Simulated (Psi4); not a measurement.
# A workflow on InH2S2F (SMILES [F][In]([SH])[SH]), part 3 of 3

Psi4 1.11.

## Step 5: The series

```
run                                                                                  level  geom maxiter  max force g convergence   energy (Eh)  dipole moment (D)  HOMO energy (eV)  LUMO energy (eV)  wall time
  1                                      PBE-D4/def2-SVP (density fitting, core potential)            60                   0.0005  -1086.891254               2.01             -6.46             -3.07       18 s
  2                                    PBE0-D4/def2-TZVP (density fitting, core potential)            50                   0.0002  -1087.370673               2.22             -7.92             -2.11       35 s
  3                                    PBE0-D4/def2-TZVP (density fitting, core potential)             –                        –  -1087.370673               2.22                 –                 –    2.7 min
  4                                    PBE-D4/def2-TZVPP (density fitting, core potential)             –                        –  -1087.311907               2.13             -6.69             -2.96      8.7 s
  5                                 r2SCAN-D4/def2-TZVPP (density fitting, core potential)             –                        –  -1087.720454               2.17             -6.99             -2.76       16 s
  6                                  B3LYP-D4/def2-TZVPP (density fitting, core potential)             –                        –  -1087.851440               2.25             -7.67             -2.41      8.4 s
  7                                   PBE0-D4/def2-TZVPP (density fitting, core potential)             –                        –  -1087.372011               2.22             -7.93             -2.11      8.4 s
  8                                   wB97M-V/def2-TZVPP (density fitting, core potential)             –                        –  -1087.619661               2.18            -10.15             -0.25       17 s
  9  CCSD(T)/def2-TZVPP (density fitting, core potential, density fitting for correlation)             –                        –  -1085.999353                  –            -10.70              1.20    3.3 min
 10      MP2/def2-QZVPP (density fitting, core potential, density fitting for correlation)             –                        –  -1086.212510                  –            -10.71              0.87      8.1 s
```

## Step 6: Summary of results

What follows sums up all 3 parts.

| quantity | value |
| --- | --- |
| run 10, MP2/def2-QZVPP: total energy | -1086.21251 Eh |
| run 10, MP2/def2-QZVPP: HOMO energy (Hartree–Fock orbitals) | -10.71 eV |
| run 10, MP2/def2-QZVPP: LUMO energy (Hartree–Fock orbitals) | 0.87 eV |
| run 10, MP2/def2-QZVPP: HOMO–LUMO gap (Hartree–Fock orbitals) | 11.57 eV |
| run 10, MP2/def2-QZVPP: correlation energy (15 core orbitals frozen) | -1129.9 mEh |

What this shows: Over runs 3, 4, 5, 6, 7, 8 the dipole moment (its size) runs from 2.13 D (PBE-D4/def2-TZVPP) to 2.25 D (B3LYP-D4/def2-TZVPP). Over runs 4, 5, 6, 7, 8 the HOMO–LUMO gap runs from 3.73 eV (PBE-D4/def2-TZVPP) to 9.90 eV (wB97M-V/def2-TZVPP). Totals of different functionals can't be ranked against each other. All runs together took 8 min, the longest 3.3 min.
